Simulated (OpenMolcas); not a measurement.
# CH4F2Si (SMILES C[SiH](F)F) at 6 levels

We compute a comparison of 6 runs (HF/STO-3G, HF/3-21G, B3LYP/6-31G*, B2PLYP/cc-pVDZ, PBE0/cc-pVDZ, r2SCAN/cc-pVDZ) of CH4F2Si. 

The calculation is run with OpenMolcas 26.06.

1 further run of the same task is left out (set aside as unsound or not needed).

## (1) The system as given

CH4F2Si: 8 atoms, total charge 0, spin state singlet. As SMILES, `C[SiH](F)F`. The C1–Si2 distance was set to 2.392 Å, away from the relaxed value.

Bond lengths: Si2–F3 1.591 Å, Si2–F4 1.591 Å, C1–H5 1.092 Å, C1–H6 1.093 Å, C1–H7 1.093 Å, Si2–H8 1.477 Å. Angles: F3–Si2–F4 106.8°, F3–Si2–H8 107.6°, F4–Si2–H8 107.6°, H5–C1–H6 108.3°, H5–C1–H7 108.3°, H6–C1–H7 108.2°. A long bond or contact: C1–Si2 2.392 Å.

## (2) The energy at HF/STO-3G (run 1)

The input, calc.input:

```
>>> EXPORT MOLCAS_PRINT=2

&GATEWAY
  BasLib=$CurrDir
  Coord
  8
  angstrom
  C       -0.602015       1.378759      -0.281288
  Si       0.329300      -0.775200       0.180600
  F        1.916300      -0.678300       0.226700
  F       -0.035400      -1.783900      -0.994000
  H       -0.228315       1.766059      -1.231988
  H       -0.337615       2.088059       0.506712
  H       -1.691715       1.321459      -0.337988
  H       -0.118100      -1.385700       1.449000
  Basis=STO-3G
  Group=NoSym

&SEWARD

&SCF
  Thresholds=1e-10 1e-07 1e-07 1e-05
  PrOrbitals=1 1
```

The basis set STO-3G is read from a file made from the Basis Set Exchange's data (not shown).

Run with:

```bash
$ export MOLCAS_MEM=1860
$ pymolcas calc.input > calc.log
```

Log:

```text
--- Start Module: gateway ---
[...]
--- Stop Module: gateway /rc=_RC_ALL_IS_WELL_ ---
--- Start Module: seward ---
[...]
      Basis functions           28
--- Stop Module: seward /rc=_RC_ALL_IS_WELL_ ---
--- Start Module: scf ---
[...]
       Convergence after  11 Iterations
[...]
::    Total SCF energy                               -521.3841050143
[...]
      Total spin, S                                     0.0000000000
[...]
      Total electronic charge=   42.000000
      Total            charge=   -0.000000
[...]
      Dipole Moment (debye):
      Origin of the operator (angstrom)=    0.4308   -0.5866   -0.1526
                   X= -6.7550E-01               Y=  3.5378E-01               Z=  7.5955E-01           Total=  1.0763E+00
      Quadrupole Moment (debye*angstrom):
[...]
--- Stop Module: scf /rc=_RC_ALL_IS_WELL_ ---
[...]
```

Wall time 1.6 s (1 thread of Arm Neoverse V1, shared host); peak memory 0.37 GiB.

## (3) The energy at HF/3-21G (run 2)

The input, mol.input:

```
* CH4F2Si Hartree-Fock
>>> EXPORT MOLCAS_PRINT=2

&GATEWAY
 BASLIB = $CurrDir
 COORD
 8
 angstrom
 C       -0.602015       1.378759      -0.281288
 Si       0.329300      -0.775200       0.180600
 F        1.916300      -0.678300       0.226700
 F       -0.035400      -1.783900      -0.994000
 H       -0.228315       1.766059      -1.231988
 H       -0.337615       2.088059       0.506712
 H       -1.691715       1.321459      -0.337988
 H       -0.118100      -1.385700       1.449000
 BASIS = 3-21G
 GROUP = NoSym

&SEWARD

&SCF
 THRESHOLDS = 1e-10 1e-07 1e-07 1e-05
 PRORBITALS = 1 1
```

The basis set 3-21G is read from a file made from the Basis Set Exchange's data (not shown).

Run with:

```bash
$ export MOLCAS_MEM=1860
$ pymolcas mol.input > mol.log
```

Log:

```text
--- Start Module: gateway ---
[...]
--- Stop Module: gateway /rc=_RC_ALL_IS_WELL_ ---
--- Start Module: seward ---
[...]
      Basis functions           48
--- Stop Module: seward /rc=_RC_ALL_IS_WELL_ ---
--- Start Module: scf ---
[...]
       Convergence after  12 Iterations
[...]
::    Total SCF energy                               -525.2675638712
[...]
      Total spin, S                                     0.0000000000
[...]
      Total electronic charge=   42.000000
      Total            charge=   -0.000000
[...]
      Dipole Moment (debye):
      Origin of the operator (angstrom)=    0.4308   -0.5866   -0.1526
                   X= -1.5078E+00               Y=  1.3328E+00               Z=  1.2036E+00           Total=  2.3448E+00
      Quadrupole Moment (debye*angstrom):
[...]
--- Stop Module: scf /rc=_RC_ALL_IS_WELL_ ---
[...]
```

Run time: 1.9 s. Hardware: 1 thread of Arm Neoverse V1, shared host; peak memory 0.38 GiB.

Run 3 isn't shown in full; the table further down has it.

## (4) The energy at B2PLYP/cc-pVDZ (run 4)

The input, calc.input:

```
* CH4F2Si Kohn-Sham DFT
&GATEWAY
BasLib=$CurrDir
Coord
8
bohr
C     -1.13764347     2.60547690    -0.53155728
Si     0.62228681    -1.46491569     0.34128454
F      3.62128217    -1.28180123     0.42840091
F     -0.06689630    -3.37108243    -1.87838777
H     -0.43145282     3.33736783    -2.32811991
H     -0.63799989     3.94585964     0.95754690
H     -3.19687803     2.49719559    -0.63870475
H     -0.22317666    -2.61859349     2.73821315
Basis=cc-pVDZ
Group=NoSym
&SEWARD
GridInput
Grid=UltraFine
End of Grid
&SCF
KSDFT=B2PLYP_SCF
Thresholds=1e-10 1e-07 1e-07 1e-05
PrOrbitals=1 1
&MBPT2
Frozen=8
```

The basis set cc-pVDZ is read from a file made from the Basis Set Exchange's data (not shown).

Run with:

```bash
$ export MOLCAS_MEM=1860
$ pymolcas calc.input > calc.log
```

Log:

```text
--- Start Module: gateway ---
[...]
--- Stop Module: gateway /rc=_RC_ALL_IS_WELL_ ---
[...]
      Basis functions           80
[...]
--- Start Module: scf ---
[...]
       Convergence after  12 Iterations
[...]
::    Total KS-DFT energy                            -529.2460032698
[...]
      Total spin, S                                     0.0000000000
[...]
      Total electronic charge=   42.000000
      Total            charge=   -0.000000
[...]
      Dipole Moment (debye):
      Origin of the operator (angstrom)=    0.4308   -0.5866   -0.1526
                   X= -1.1625E+00               Y=  9.9560E-01               Z=  9.5703E-01           Total=  1.8052E+00
      Quadrupole Moment (debye*angstrom):
[...]
--- Stop Module: scf /rc=_RC_ALL_IS_WELL_ ---
[...]
--- Start Module: mbpt2 ---
[...]
 ###    WARNING: MP2 implementation intended for RHF references only         ###
 ###############################################################################
MBPT2 WARNING: Reference function according to RunFile:KS-DFT
I'll assume you know what you're doing and continue
WARNING!
Default frozen orbitals as non valence orbitals is overwritten by user input.
Default values:   5
[...]
       Reference weight ( Cref**2 )         =        0.79268
::    Total MBPT2 energy                             -529.9923233385
[...]
      Total MBPT2 calculations                           0.20      0.22
--- Stop Module: mbpt2 /rc=_RC_ALL_IS_WELL_ ---
[...]
```

Run time: 20 s. Hardware: 1 thread of Arm Neoverse V1, shared host; peak memory 0.45 GiB.

Run 5 isn't shown in full; the table further down has it.

## (5) The energy at r2SCAN/cc-pVDZ (run 6)

The input, test.inp:

```
&GATEWAY
  BasLib=$CurrDir
  Coord
  8
  angstrom
  C       -0.602015       1.378759      -0.281288
  Si       0.329300      -0.775200       0.180600
  F        1.916300      -0.678300       0.226700
  F       -0.035400      -1.783900      -0.994000
  H       -0.228315       1.766059      -1.231988
  H       -0.337615       2.088059       0.506712
  H       -1.691715       1.321459      -0.337988
  H       -0.118100      -1.385700       1.449000
  Basis=cc-pVDZ
  Group=NoSym

&SEWARD
  GridInput
  Grid=UltraFine
  End of Grid

&SCF
  KSDFT=2
  1.0 MGGA_X_R2SCAN
  1.0 MGGA_C_R2SCAN
  Thresholds=1e-10 1e-07 1e-07 1e-05
  PrOrbitals=1 1
```

The basis set cc-pVDZ is read from a file made from the Basis Set Exchange's data (not shown).

Run with:

```bash
$ export MOLCAS_MEM=1860
$ pymolcas test.inp > test.log
```

Log:

```text
--- Start Module: gateway ---
[...]
--- Stop Module: gateway /rc=_RC_ALL_IS_WELL_ ---
--- Start Module: seward ---
[...]
      Basis functions           80
--- Stop Module: seward /rc=_RC_ALL_IS_WELL_ ---
[...]
--- Start Module: scf ---
[...]
       Convergence after  15 Iterations
[...]
::    Total KS-DFT energy                            -529.6318250738
[...]
      Total spin, S                                     0.0000000000
[...]
      Total electronic charge=   42.000000
      Total            charge=   -0.000000
[...]
      Dipole Moment (debye):
      Origin of the operator (angstrom)=    0.4308   -0.5866   -0.1526
                   X= -9.7357E-01               Y=  7.9712E-01               Z=  8.3466E-01           Total=  1.5099E+00
      Quadrupole Moment (debye*angstrom):
[...]
--- Stop Module: scf /rc=_RC_ALL_IS_WELL_ ---
[...]
```

Run time: 34 s. Hardware: 1 thread of Arm Neoverse V1, shared host; peak memory 0.45 GiB.

## (6) The series

```csv
run,level,Cartesian functions,integration grid,energy (Eh),dipole moment (D),HOMO energy (eV),LUMO energy (eV),wall time
1,HF/STO-3G,no,–,-521.384105,1.08,-8.17,7.43,1.6 s
2,HF/3-21G,no,–,-525.267564,2.34,-11.11,3.98,1.9 s
3,B3LYP/6-31G* (Cartesian functions),yes,UltraFine,-529.775446,1.54,-7.83,0.11,15 s
4,B2PLYP/cc-pVDZ,no,UltraFine,-529.447510,1.81,-9.25,1.41,20 s
5,PBE0/cc-pVDZ,no,UltraFine,-529.401308,1.63,-8.21,0.05,20 s
6,r2SCAN/cc-pVDZ,no,UltraFine,-529.631825,1.51,-7.26,-0.63,34 s
```

## (7) Results

| quantity | value |
| --- | --- |
| run 6: total energy | -529.63183 Eh |
| run 6: dipole moment | 1.51 D |
| run 6: HOMO energy | -7.26 eV |
| run 6: LUMO energy | -0.63 eV |
| run 6: HOMO–LUMO gap | 6.62 eV |

The dipole moment (its size) runs from 1.08 D (HF/STO-3G) to 2.34 D (HF/3-21G). The HOMO–LUMO gap runs from 6.62 eV (r2SCAN/cc-pVDZ) to 15.59 eV (HF/STO-3G). The two ends differ in method and basis. For B2PLYP the log adds the whole second-order term; the table takes 0.27 of it, as the functional is defined. Totals of different functionals can't be ranked against each other. In run 1 the basis is minimal, so the values are rough. All runs together took 92 s, the longest 34 s.
